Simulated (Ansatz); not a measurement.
# Rb2Ir: the cost of one run

Method: DFT PBE, scalar-relativistic, plane waves, PAW, in Ansatz 0.2.0.

**1. The system as given**

The structure is cubic, space group Fm-3m (No. 225). The conventional cell has a = 7.204 Å, b = 7.204 Å, c = 7.204 Å, α = 90.00°, β = 90.00°, γ = 90.00°. Around Rb (site symmetry -43m) lie 4 Ir at 3.12 Å. Ir (site symmetry m-3m) has 8 Rb at 3.12 Å as nearest neighbours.

Structure file:

```
CELL_PARAMETERS angstrom
0.00000 3.60221 3.60221
3.60221 0.00000 3.60221
3.60221 3.60221 0.00000
ATOMIC_POSITIONS crystal
Rb 0.25000 0.25000 0.25000
Rb 0.75000 0.75000 0.75000
Ir 0.00000 0.00000 0.00000
```

This is candidate A: anti-fluorite type (Fm-3m, No. 225).

(A quick probe on a coarse mesh, which set the mesh and smearing, is not shown.)

**3. Coarse relaxation (candidate A)**

The input, input.yaml:

```yaml
crystal:
  lattice:
    - [0.0, 3.6022127204, 3.6022127204]
    - [3.6022127204, 0.0, 3.6022127204]
    - [3.6022127204, 3.6022127204, 0.0]
  atoms:
    - { symbol: Rb, position: [0.25, 0.25, 0.25] }
    - { symbol: Rb, position: [0.75, 0.75, 0.75] }
    - { symbol: Ir, position: [0.0, 0.0, 0.0] }
basis:
  ecutwfc: 420
kpoints:
  mp_grid: { grid: [4, 4, 4] }
hamiltonian:
  xc: pbe
scf:
  occupations: { method: gaussian, width: 0.1 }
  lower_state_search: "off"
output:
  forces: true
  stress: true
  eigenvalues: true
relax:
  adjacent_minimum: "off"
  f_tol: 0.04
  max_steps: 70
  cell: { stress_tol: 0.4 }
```

Command:

```
$ ansatz run input.yaml --threads 1 --pin off --max-ram 2560MiB --backend cpu --events-out ev --progress --plain --runs-dir out
```

What time and memory should one allow on 1 thread of Arm Neoverse V1, shared host?

About 7.8 s, with a peak of 0.35 GiB.
